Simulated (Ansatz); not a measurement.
# BrFH: the cost of one run

Computed with Ansatz 0.2.0 (the levels named in each step, unless a step's input says otherwise).

## 1. The structure to begin with

Bond lengths: F1–H3 0.933 Å.

Structure file:

```xyz
3

F     2.0953   -1.6541   -1.0074
Br   -0.5353    0.4095    0.2536
H     2.9439   -1.2832   -1.1186
```

## 2. A rough first relaxation, PBE-D4/def2-SVP

This run stands in another session on the same molecule. It ended at:

```xyz
3

F     1.9024   -1.6912   -0.9687
Br    0.1806    0.0762   -0.0245
H     2.4209   -0.9128   -0.8793
```

## 3. Relaxation, PBE0-D4/def2-TZVPP

This run stands in another session on the same molecule. It ended at:

```xyz
3

F     1.9354   -1.6551   -0.9668
Br   -0.0781    0.1994    0.0768
H     2.6466   -1.0722   -0.9824
```

## 4. Relaxation, CCSD(T)/cc-pV(T+d)Z

Input file input.yaml:

```yaml
crystal:
  periodic: [false, false, false]
  atoms:
    - { symbol: F, position_ang: [1.93535258, -1.65505857, -0.96678362] }
    - { symbol: Br, position_ang: [-0.07808644, 0.19942384, 0.07683086] }
    - { symbol: H, position_ang: [2.64660386, -1.07221527, -0.98244723] }
magnetization:
  spin_polarized: true
  initial_magnetization: 1
basis:
  gaussian: { orbitals: "cc-pV(T+d)Z.json" }
correlation:
  method: ccsd_t
scf:
  omitted_lower_state_checks: [cluster_reference]
relax:
  f_tol: 0.002
  max_steps: 40
```

Started as:

```sh
> ansatz run input.yaml --threads 4 --pin off --max-ram 10240MiB --backend cpu --events-out ev --progress --plain --runs-dir out
```

Q: Estimate wall time and peak memory on 4 threads of Intel Xeon Platinum 8488C (Sapphire Rapids), shared host.

About 7.1 min, with a peak of 0.81 GiB.
